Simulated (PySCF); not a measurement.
**CH₉BOSi: electronic excitations**

Wanted: the electronic excitations of CH₉BOSi (`[BH3-][O+](C)[SiH3]`), by calculation.

The runs use PySCF 2.14.0, with density-fitted response routines of our own; the level of theory stands in each step. All values are computed, except where a source is named. Atoms count from 0, in the outputs and in this text.

## 1. Starting geometry

13 atoms, charge 0, multiplicity 1; geometry from: GFN2-xTB.

Bonds of the start (Å): B0–O1 1.64, O1–C2 1.41, O1–Si3 1.66, B0–H4 1.19, B0–H5 1.19, B0–H6 1.19, C2–H7 1.09, C2–H8 1.09, C2–H9 1.09, Si3–H10 1.46, Si3–H11 1.47, Si3–H12 1.46.

## 2. TDDFT and polarisability: CAM-B3LYP/def2-SVPD

Job settings and geometry (Å):

```
{"job": {"kind": "uv", "xc": "CAM-B3LYP", "basis": "def2-SVPD", "nstates": 8, "ntriplets": 3}, "charge": 0, "multiplicity": 1}
B     -0.123423     1.553538     0.175274
O     -0.045483    -0.061239    -0.076449
C     -1.302423    -0.685893    -0.011535
Si     1.437255    -0.793305    -0.169659
H     -0.623941     1.677297     1.246309
H     -0.783148     1.971666    -0.720297
H      1.012420     1.902962     0.141444
H     -1.712179    -0.584529     0.996084
H     -1.975965    -0.187253    -0.710649
H     -1.220850    -1.742689    -0.267960
H      2.122748    -0.196679    -1.306705
H      1.086778    -2.195544    -0.424877
H      2.123824    -0.657846     1.111293
```

Method: TDDFT CAM-B3LYP/def2-SVPD, vertical, gas phase, core orbitals frozen in the response.

On the command line:

```sh
> OMP_NUM_THREADS=1 python probes_run.py task.json out
```

This one command runs all jobs of the session in turn.

What will the session give for the following? lowest singlet (CAM-B3LYP/def2-SVPD); brightest single state of those computed; lowest triplet. Wanted: lowest singlet; brightest single state of those computed; lowest triplet.

As calculated:

```
                                quantity                        value
    lowest singlet (CAM-B3LYP/def2-SVPD)  7.00 eV (177 nm), f = 0.009
brightest single state of those computed  state 3, 7.78 eV, f = 0.071
                          lowest triplet                      6.74 eV
```

What this shows: The lowest singlet, at 7.00 eV, is HOMO→LUMO 0.87 and is weak; of the 8 states computed, the strongest absorption comes from state 3 at 7.78 eV. The lowest triplet lies 0.25 eV below the lowest singlet (triplets in Tamm-Dancoff, singlets in full TDDFT).
